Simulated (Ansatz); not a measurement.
# Ge4MoW: the cost of one run

Computed with Ansatz 0.2.0 (DFT PBE, scalar-relativistic, plane waves, PAW, unless a step's input says otherwise).

## Step 1: Starting point

Symmetry: P4/mmm, No. 123, tetragonal system. Conventional cell: a = 3.573 Å, b = 3.573 Å, c = 8.809 Å, α = 90.00°, β = 90.00°, γ = 90.00°. Around Ge (site symmetry 4mm) lie 5 Ge at 2.85 to 2.97 Å and 4 W at 2.90 Å and 1 Mo at 2.98 Å. Around Ge (site symmetry 4mm) lie 5 Ge at 2.85 to 2.97 Å and 4 Mo at 2.90 Å and 1 W at 2.98 Å. Around Mo (site symmetry 4/mmm) lie 10 Ge at 2.90 to 2.98 Å. Around W (site symmetry 4/mmm) lie 10 Ge at 2.90 to 2.98 Å.

As a file:

```xyz
6
Lattice="3.5729 0.0000 0.0000 0.0000 3.5729 0.0000 0.0000 0.0000 8.8094" Properties=species:S:1:pos:R:3 pbc="T T T"
Ge    0.0000    0.0000    5.8290
Ge    1.7864    1.7864    1.4243
Ge    0.0000    0.0000    2.9804
Ge    1.7864    1.7864    7.3851
Mo    0.0000    0.0000    0.0000
W     1.7864    1.7864    4.4047
```

The start is an ordering of an alloy on its end members' structure types: elements ordered on the sites of the Ge2Mo type, Mo/W on Mo (P4/mmm, No. 123).

## Step 2: The guess as it stands, on a coarse mesh

File input.yaml:

```yaml
crystal:
  lattice:
    - [3.57287606, 0.0, 0.0]
    - [0.0, 3.57287606, 0.0]
    - [0.0, 0.0, 8.80940376]
  atoms:
    - { symbol: Ge, position: [0.0, 0.0, 0.66167426] }
    - { symbol: Ge, position: [0.5, 0.5, 0.16167426] }
    - { symbol: Ge, position: [0.0, 0.0, 0.33832574] }
    - { symbol: Ge, position: [0.5, 0.5, 0.83832574] }
    - { symbol: Mo, position: [0.0, 0.0, 0.0] }
    - { symbol: W, position: [0.5, 0.5, 0.5] }
basis:
  ecutwfc: 420
kpoints:
  mp_grid: { grid: [6, 6, 2] }
hamiltonian:
  xc: pbe
scf:
  occupations: { method: gaussian, width: 0.1 }
  lower_state_search: "off"
output:
  forces: true
  stress: true
  eigenvalues: true
```

Command:

```console
ansatz run input.yaml --threads 1 --pin off --max-ram 2560MiB --backend cpu --events-out ev --progress --plain --runs-dir out
```

**Question.** How long does this run take on 1 thread of Intel Xeon at 2.70GHz, shared host, and how much memory does it need?

About 9.7 s, with a peak of 0.45 GiB.
